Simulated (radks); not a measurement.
**Pd⁴¹⁺ in [He] 2s2 2p1: an all-electron calculation**

Wanted: eigenvalues, radial structure and energy terms of the palladium ion Pd41+.

Method: scalar-relativistic Kohn-Sham, r2SCAN, spin-unpolarised, spherical densities, finite nucleus. Code: radks (a radial shooting solver on a logarithmic mesh, Libxc functionals) version 1.

## 1. The system

| Quantity | Value |
| --- | --- |
| element | palladium (Z = 46) |
| charge | +41 |
| electrons | 5 |
| configuration | [He] 2s2 2p1 |
| nuclear rms radius | 4.5318 fm |

Outer shells as boxes (Hund's rule):

Pd⁴¹⁺
```
[He] core
2s [↑↓]
2p [↑ ][  ][  ]
```

## 2. Self-consistent calculation

The run's settings:

```text
Z 46
configuration [He] 2s2 2p1
relativity scalar-relativistic
functional r2scan,r2scan
spin unpolarised
nucleus finite rms 4.5318 fm
c 137.035999084
```

Started as:

```
$ python run_ks.py task.json out
```

This one command runs every case of the session in turn.

**Question.** What will this run give?

**Answer**, as computed:

| quantity | value |
| --- | --- |
| total energy | -2886.13426 hartree |
| exchange-correlation share of it | 1.53 % |
| −T/E | 1.0548 |
| highest occupied level | 2p, -6241.7 eV |
| most extended occupied level | 2s, <r> = 0.131 bohr |
| radius at density 0.001 e/bohr³ | 0.457 bohr |
| maxima of the radial density | 2 |
| ionisation energy, NIST | 6469 (semi-emp.) eV |

**Reading.** 2 principal shells are occupied and 2 maxima appear in the radial density. Relativity lifts −T/E to 1.055. The top level binds by 6241.7 eV, 96 % of the NIST ionisation energy of 6469 eV. Spin polarisation and multiplet splitting are left out.
